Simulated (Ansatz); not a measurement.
# La3AsPt2: the cost of one run

Computed with Ansatz 0.2.0 (DFT PBE, scalar-relativistic, plane waves, PAW, unless a step's input says otherwise).

### Step 1. The structure to begin with

Symmetry: I4/mmm, No. 139, tetragonal system. The conventional cell has a = 6.269 Å, b = 6.269 Å, c = 9.017 Å, α = 90.00°, β = 90.00°, γ = 90.00°. La (site symmetry -4m2) has 4 Pt at 3.15 Å as nearest neighbours. La (site symmetry 4/mmm) has 2 Pt at 2.58 Å as nearest neighbours. Around As (site symmetry 4/mmm) lie 2 Pt at 1.93 Å. Around Pt (site symmetry 4mm) lie 1 As at 1.93 Å.

As a file:

```
CELL_PARAMETERS angstrom
-3.13429 3.13429 4.50872
3.13429 -3.13429 4.50872
3.13429 3.13429 -4.50872
ATOMIC_POSITIONS crystal
La 0.75000 0.25000 0.50000
La 0.25000 0.75000 0.50000
La 0.00000 0.00000 0.00000
As 0.50000 0.50000 0.00000
Pt 0.71408 0.71408 0.00000
Pt 0.28592 0.28592 0.00000
```

Recipe of the guess: random cell by space group and Wyckoff sites (I4/mmm, No. 139). Lengths come from tabulated atomic sizes and are only a guess.

### Step 2. A first look at the guess

The input, input.yaml:

```yaml
crystal:
  lattice:
    - [-3.13428631, 3.13428631, 4.50872491]
    - [3.13428631, -3.13428631, 4.50872491]
    - [3.13428631, 3.13428631, -4.50872491]
  atoms:
    - { symbol: La, position: [0.75, 0.25, 0.5] }
    - { symbol: La, position: [0.25, 0.75, 0.5] }
    - { symbol: La, position: [0.0, 0.0, 0.0] }
    - { symbol: As, position: [0.5, 0.5, 0.0] }
    - { symbol: Pt, position: [0.71407883, 0.71407883, 0.0] }
    - { symbol: Pt, position: [0.28592117, 0.28592117, 0.0] }
basis:
  ecutwfc: 420
kpoints:
  mp_grid: { grid: [4, 4, 4] }
hamiltonian:
  xc: pbe
scf:
  occupations: { method: gaussian, width: 0.1 }
  lower_state_search: "off"
output:
  forces: true
  stress: true
  eigenvalues: true
```

Started as:

```console
$ ansatz run input.yaml --threads 1 --pin off --max-ram 2560MiB --backend cpu --events-out ev --progress --plain --runs-dir out
```

What time and memory should one allow on 1 thread of Arm Neoverse N1, shared host?

About 20 s, with a peak of 0.49 GiB.
